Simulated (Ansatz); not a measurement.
**CH2F2 + H4Si: molecular dynamics**

The plan is to follow the two partners and see whether they stay together, part or react. The start is relaxed first. Runs: 600 steps of 0.25 fs under a Langevin thermostat at 300 K. SMILES of the start: [SiH4].FCF.

Program: Ansatz 0.2.0. Level of theory: RKS r2SCANh/STO-3G. These are calculated values, not measurements.

### 1 Starting point

Bond lengths: Si1–H2 1.466 Å, Si1–H3 1.460 Å, Si1–H4 1.464 Å, Si1–H5 1.460 Å, F6–C7 1.346 Å, C7–F8 1.344 Å, C7–H9 1.100 Å, C7–H10 1.101 Å. Angles: H2–Si1–H3 109.1°, H2–Si1–H4 108.6°, H2–Si1–H5 109.5°, H3–Si1–H4 109.7°, H3–Si1–H5 110.7°, H4–Si1–H5 109.2°, F6–C7–F8 108.2°, F6–C7–H9 108.9°, F6–C7–H10 108.6°, F8–C7–H9 108.8°, F8–C7–H10 108.9°, H9–C7–H10 113.3°.

As a file:

```xyz
10

Si    0.0202   -0.0554   -2.0519
H     1.3670   -0.0062   -1.4762
H    -0.4334   -1.4423   -2.0867
H     0.0738    0.4800   -3.4133
H    -0.8841    0.7622   -1.2487
F    -0.8426    1.0077    1.7016
C     0.0287    0.0618    2.1005
F    -0.3190   -1.1000    1.5213
H     1.0366    0.3399    1.7602
H    -0.0472   -0.0478    3.1931
```

### 2 Preparing the start

Input file input.yaml:

```yaml
crystal:
  periodic: [false, false, false]
  atoms:
    - { symbol: Si, position_ang: [0.0202, -0.0554, -2.0519] }
    - { symbol: H, position_ang: [1.367, -0.0062, -1.4762] }
    - { symbol: H, position_ang: [-0.4334, -1.4423, -2.0867] }
    - { symbol: H, position_ang: [0.0738, 0.48, -3.4133] }
    - { symbol: H, position_ang: [-0.8841, 0.7622, -1.2487] }
    - { symbol: F, position_ang: [-0.8426, 1.0077, 1.7016] }
    - { symbol: C, position_ang: [0.0287, 0.0618, 2.1005] }
    - { symbol: F, position_ang: [-0.319, -1.1, 1.5213] }
    - { symbol: H, position_ang: [1.0366, 0.3399, 1.7602] }
    - { symbol: H, position_ang: [-0.0472, -0.0478, 3.1931] }
basis:
  gaussian: { orbitals: STO-3G }
hamiltonian:
  xc: r2scanh
relax:
  f_tol: 0.02
  max_steps: 40
scf:
  lower_state_search: "off"
```

The run is started by

```sh
ansatz run input.yaml --threads 1 --pin off --max-ram 2048MiB --backend cpu --events-out ev --progress --plain --runs-dir out
```

The log of the run, cut to the lines that bear on the results:

```text
Warning: RAYON_NUM_THREADS=1 ignored (pool sized by the plan → 1); use --threads N
[...]
Functional definition: r2SCANh
[...]
421 factors; integrals over basis functions are off by at most 1.5e-5 eV
[...]
mean field -14258.98444432 eV, -524.0080132418 hartree, gradient 2.6e-6 eV, S^2 0.000000; 0 other end points of the search recorded, 0 dependent functions left out
[...]
reference -14258.98445000 eV, -524.0080134508 hartree; 22, 22 occupied and 8, 8 virtual orbitals, 421 factors
relax step   1: F+E_penalty+E_count = -14258.98444432 eV  Δ(F+E_penalty+E_count) = +0.000e0 eV  max|allowed force component| = 3.006e0 eV/Å  Δτ_max = 0.0000 Å  (12 SCF iters, accepted)
[...]
relax step   4: F+E_penalty+E_count = -14259.24540749 eV  Δ(F+E_penalty+E_count) = -8.683e-4 eV  max|allowed force component| = 2.922e-2 eV/Å  Δτ_max = 0.0350 Å  (17 SCF iters, accepted)
[...]
relax step   7: F+E_penalty+E_count = -14259.24743611 eV  Δ(F+E_penalty+E_count) = -1.465e-3 eV  max|allowed force component| = 1.064e-1 eV/Å  Δτ_max = 0.0952 Å  (16 SCF iters, accepted)
[...]
relax step  10: F+E_penalty+E_count = -14259.25233950 eV  Δ(F+E_penalty+E_count) = -2.288e-3 eV  max|allowed force component| = 9.676e-2 eV/Å  Δτ_max = 0.1449 Å  (15 SCF iters, accepted)
[...]
relax step  13: F+E_penalty+E_count = -14259.25403991 eV  Δ(F+E_penalty+E_count) = -3.102e-4 eV  max|allowed force component| = 4.278e-2 eV/Å  Δτ_max = 0.0440 Å  (16 SCF iters, accepted)
[...]
relax step  14: F+E_penalty+E_count = -14259.25425707 eV  Δ(F+E_penalty+E_count) = -2.172e-4 eV  max|allowed force component| = 4.555e-2 eV/Å  Δτ_max = 0.0462 Å  (16 SCF iters, accepted)
[...]
423 factors; integrals over basis functions are off by at most 2.0e-5 eV
mean field -14259.25441126 eV, -524.0179343439 hartree, gradient 2.3e-6 eV, S^2 0.000000; 0 other end points of the search recorded, 0 dependent functions left out
[...]
```

### 3 More of the same log: start relaxed

Output, continued:

```text
reference -14259.25441680 eV, -524.0179345474 hartree; 22, 22 occupied and 8, 8 virtual orbitals, 423 factors
relax step  15: F+E_penalty+E_count = -14259.25441126 eV  Δ(F+E_penalty+E_count) = -1.542e-4 eV  max|allowed force component| = 4.422e-2 eV/Å  Δτ_max = 0.0371 Å  (16 SCF iters, accepted)
these checks for a lower state are left out or cut short: stability, starts, cluster_reference, orbital_swaps, neighbouring_geometries, increment
423 factors; integrals over basis functions are off by at most 2.0e-5 eV
mean field -14259.25455830 eV, -524.0179397476 hartree, gradient 2.3e-6 eV, S^2 0.000000; 0 other end points of the search recorded, 0 dependent functions left out
the calculation of the forces begins
reference -14259.25456383 eV, -524.0179399510 hartree; 22, 22 occupied and 8, 8 virtual orbitals, 423 factors
relax step  16: F+E_penalty+E_count = -14259.25455830 eV  Δ(F+E_penalty+E_count) = -1.470e-4 eV  max|allowed force component| = 5.123e-2 eV/Å  Δτ_max = 0.0414 Å  (16 SCF iters, accepted)
these checks for a lower state are left out or cut short: stability, starts, cluster_reference, orbital_swaps, neighbouring_geometries, increment
423 factors; integrals over basis functions are off by at most 2.2e-5 eV
mean field -14259.25469321 eV, -524.0179447054 hartree, gradient 2.3e-6 eV, S^2 0.000000; 0 other end points of the search recorded, 0 dependent functions left out
the calculation of the forces begins
reference -14259.25469874 eV, -524.0179449086 hartree; 22, 22 occupied and 8, 8 virtual orbitals, 423 factors
relax step  17: F+E_penalty+E_count = -14259.25469321 eV  Δ(F+E_penalty+E_count) = -1.349e-4 eV  max|allowed force component| = 4.938e-2 eV/Å  Δτ_max = 0.0254 Å  (16 SCF iters, accepted)
these checks for a lower state are left out or cut short: stability, starts, cluster_reference, orbital_swaps, neighbouring_geometries, increment
423 factors; integrals over basis functions are off by at most 2.5e-5 eV
mean field evaluation 128: about -14259.3101 eV, gradient 1.6e0 eV
mean field -14259.25486820 eV, -524.0179511363 hartree, gradient 2.3e-6 eV, S^2 0.000000; 0 other end points of the search recorded, 0 dependent functions left out
the calculation of the forces begins
reference -14259.25487372 eV, -524.0179513390 hartree; 22, 22 occupied and 8, 8 virtual orbitals, 423 factors
relax step  18: F+E_penalty+E_count = -14259.25486820 eV  Δ(F+E_penalty+E_count) = -1.750e-4 eV  max|allowed force component| = 4.959e-2 eV/Å  Δτ_max = 0.0403 Å  (16 SCF iters, accepted)
these checks for a lower state are left out or cut short: stability, starts, cluster_reference, orbital_swaps, neighbouring_geometries, increment
423 factors; integrals over basis functions are off by at most 2.7e-5 eV
mean field -14259.25497645 eV, -524.0179551142 hartree, gradient 2.3e-6 eV, S^2 0.000000; 0 other end points of the search recorded, 0 dependent functions left out
the calculation of the forces begins
reference -14259.25498195 eV, -524.0179553165 hartree; 22, 22 occupied and 8, 8 virtual orbitals, 423 factors
relax step  19: F+E_penalty+E_count = -14259.25497645 eV  Δ(F+E_penalty+E_count) = -1.082e-4 eV  max|allowed force component| = 4.702e-2 eV/Å  Δτ_max = 0.0278 Å  (16 SCF iters, accepted)
these checks for a lower state are left out or cut short: stability, starts, cluster_reference, orbital_swaps, neighbouring_geometries, increment
423 factors; integrals over basis functions are off by at most 2.8e-5 eV
mean field -14259.25507966 eV, -524.0179589074 hartree, gradient 2.3e-6 eV, S^2 0.000000; 0 other end points of the search recorded, 0 dependent functions left out
the calculation of the forces begins
reference -14259.25508516 eV, -524.0179591094 hartree; 22, 22 occupied and 8, 8 virtual orbitals, 423 factors
relax step  20: F+E_penalty+E_count = -14259.25507966 eV  Δ(F+E_penalty+E_count) = -1.032e-4 eV  max|allowed force component| = 3.360e-2 eV/Å  Δτ_max = 0.0241 Å  (16 SCF iters, accepted)
these checks for a lower state are left out or cut short: stability, starts, cluster_reference, orbital_swaps, neighbouring_geometries, increment
423 factors; integrals over basis functions are off by at most 2.9e-5 eV
mean field -14259.25518841 eV, -524.0179629038 hartree, gradient 2.3e-6 eV, S^2 0.000000; 0 other end points of the search recorded, 0 dependent functions left out
the calculation of the forces begins
reference -14259.25519390 eV, -524.0179631056 hartree; 22, 22 occupied and 8, 8 virtual orbitals, 423 factors
relax step  21: F+E_penalty+E_count = -14259.25518841 eV  Δ(F+E_penalty+E_count) = -1.087e-4 eV  max|allowed force component| = 2.167e-2 eV/Å  Δτ_max = 0.0351 Å  (16 SCF iters, accepted)
these checks for a lower state are left out or cut short: stability, starts, cluster_reference, orbital_swaps, neighbouring_geometries, increment
423 factors; integrals over basis functions are off by at most 3.0e-5 eV
mean field evaluation 160: about -14259.2553 eV, gradient 5.5e-4 eV
mean field -14259.25526337 eV, -524.0179656584 hartree, gradient 2.3e-6 eV, S^2 0.000000; 0 other end points of the search recorded, 0 dependent functions left out
the calculation of the forces begins
reference -14259.25526886 eV, -524.0179658602 hartree; 22, 22 occupied and 8, 8 virtual orbitals, 423 factors
relax step  22: F+E_penalty+E_count = -14259.25526337 eV  Δ(F+E_penalty+E_count) = -7.496e-5 eV  max|allowed force component| = 3.905e-2 eV/Å  Δτ_max = 0.0474 Å  (16 SCF iters, accepted)
these checks for a lower state are left out or cut short: stability, starts, cluster_reference, orbital_swaps, neighbouring_geometries, increment
423 factors; integrals over basis functions are off by at most 3.0e-5 eV
mean field -14259.25532094 eV, -524.0179677740 hartree, gradient 2.3e-6 eV, S^2 0.000000; 0 other end points of the search recorded, 0 dependent functions left out
the calculation of the forces begins
reference -14259.25532643 eV, -524.0179679758 hartree; 22, 22 occupied and 8, 8 virtual orbitals, 423 factors
relax step  23: F+E_penalty+E_count = -14259.25532094 eV  Δ(F+E_penalty+E_count) = -5.757e-5 eV  max|allowed force component| = 3.107e-2 eV/Å  Δτ_max = 0.0161 Å  (16 SCF iters, accepted)
these checks for a lower state are left out or cut short: stability, starts, cluster_reference, orbital_swaps, neighbouring_geometries, increment
423 factors; integrals over basis functions are off by at most 3.1e-5 eV
mean field -14259.25539806 eV, -524.0179706082 hartree, gradient 2.3e-6 eV, S^2 0.000000; 0 other end points of the search recorded, 0 dependent functions left out
the calculation of the forces begins
reference -14259.25540355 eV, -524.0179708099 hartree; 22, 22 occupied and 8, 8 virtual orbitals, 423 factors
relax step  24: F+E_penalty+E_count = -14259.25539806 eV  Δ(F+E_penalty+E_count) = -7.712e-5 eV  max|allowed force component| = 1.237e-2 eV/Å  Δτ_max = 0.0276 Å  (16 SCF iters, accepted)
these checks for a lower state are left out or cut short: stability, starts, cluster_reference, orbital_swaps, neighbouring_geometries, increment
423 factors; integrals over basis functions are off by at most 3.2e-5 eV
mean field -14259.25544263 eV, -524.0179722463 hartree, gradient 2.3e-6 eV, S^2 0.000000; 0 other end points of the search recorded, 0 dependent functions left out
the calculation of the forces begins
reference -14259.25544813 eV, -524.0179724483 hartree; 22, 22 occupied and 8, 8 virtual orbitals, 423 factors
relax step  25: F+E_penalty+E_count = -14259.25544263 eV  Δ(F+E_penalty+E_count) = -4.458e-5 eV  max|allowed force component| = 3.067e-2 eV/Å  Δτ_max = 0.0470 Å  (16 SCF iters, accepted)
these checks for a lower state are left out or cut short: stability, starts, cluster_reference, orbital_swaps, neighbouring_geometries, increment
423 factors; integrals over basis functions are off by at most 3.2e-5 eV
mean field -14259.25546968 eV, -524.0179732403 hartree, gradient 3.9e-6 eV, S^2 0.000000; 0 other end points of the search recorded, 0 dependent functions left out
the calculation of the forces begins
reference -14259.25547518 eV, -524.0179734423 hartree; 22, 22 occupied and 8, 8 virtual orbitals, 423 factors
relax step  26: F+E_penalty+E_count = -14259.25546968 eV  Δ(F+E_penalty+E_count) = -2.705e-5 eV  max|allowed force component| = 1.757e-2 eV/Å  Δτ_max = 0.0049 Å  (10 SCF iters, accepted)
Total energy: -14259.25547518 eV, -524.0179734423 hartree
Atom 0 at     0.062307    -0.112804    -1.898896 Å, force    -0.001876     0.000751     0.003215 eV/Å
Atom 1 at     1.336863    -0.207683    -1.234991 Å, force    -0.001178    -0.000959    -0.001513 eV/Å
Atom 2 at    -0.623327    -1.377329    -1.835917 Å, force     0.002064     0.001571    -0.000899 eV/Å
Atom 3 at     0.282327     0.234687    -3.280086 Å, force    -0.000015    -0.000705     0.000874 eV/Å
Atom 4 at    -0.733727     0.915064    -1.279535 Å, force     0.001182    -0.000666    -0.001791 eV/Å
Atom 5 at    -1.110501     0.931366     2.209889 Å, force     0.017571    -0.012349    -0.003777 eV/Å
Atom 6 at    -0.010334     0.115578     1.932008 Å, force    -0.006584     0.009297     0.007798 eV/Å
Atom 7 at    -0.375500    -0.835614     0.972945 Å, force    -0.000333     0.000563     0.001630 eV/Å
Atom 8 at     0.843363     0.742955     1.539485 Å, force    -0.007357    -0.003464     0.004383 eV/Å
Atom 9 at     0.328529    -0.406320     2.875000 Å, force    -0.003473     0.005961    -0.009920 eV/Å
Dipole moment:     0.180774     0.012787     0.114868 e Å
Checks for a lower state left out: stability, starts, cluster_reference, orbital_swaps, neighbouring_geometries, increment
```

Wall time 51 s (1 thread of an Arm CPU, shared host); peak memory 0.12 GiB.

The steps of the relaxation:

```tsv
step	energy from step 1 (eV)	largest force component (eV/Å)
1	0.0000	3.0063
2	-0.2523	0.5189
3	-0.2601	0.1283
4	-0.2610	0.0292
5	-0.2615	0.0111
6x	-0.2607	0.3826
7	-0.2630	0.1064
8	-0.2641	0.1839
9	-0.2656	0.1390
10	-0.2679	0.0968
11	-0.2687	0.0710
12	-0.2693	0.0505
13	-0.2696	0.0428
14	-0.2698	0.0455
15	-0.2700	0.0442
16	-0.2701	0.0512
17	-0.2702	0.0494
18	-0.2704	0.0496
19	-0.2705	0.0470
20	-0.2706	0.0336
21	-0.2707	0.0217
22	-0.2708	0.0390
23	-0.2709	0.0311
24	-0.2710	0.0124
25	-0.2710	0.0307
26	-0.2710	0.0176
```

Step 1 is the start. 1 step was tried and not accepted (marked x).

After: Bond lengths: Si1–H2 1.440 Å, Si1–H3 1.440 Å, Si1–H4 1.441 Å, Si1–H5 1.440 Å, F6–C7 1.398 Å, C7–F8 1.399 Å, C7–H9 1.130 Å, C7–H10 1.130 Å. Angles: H2–Si1–H3 110.1°, H2–Si1–H4 108.8°, H2–Si1–H5 109.8°, H3–Si1–H4 109.0°, H3–Si1–H5 110.2°, H4–Si1–H5 108.9°, F6–C7–F8 109.1°, F6–C7–H9 109.9°, F6–C7–H10 109.9°, F8–C7–H9 109.7°, F8–C7–H10 109.7°, H9–C7–H10 108.7°.

[end of part 1 of 2]
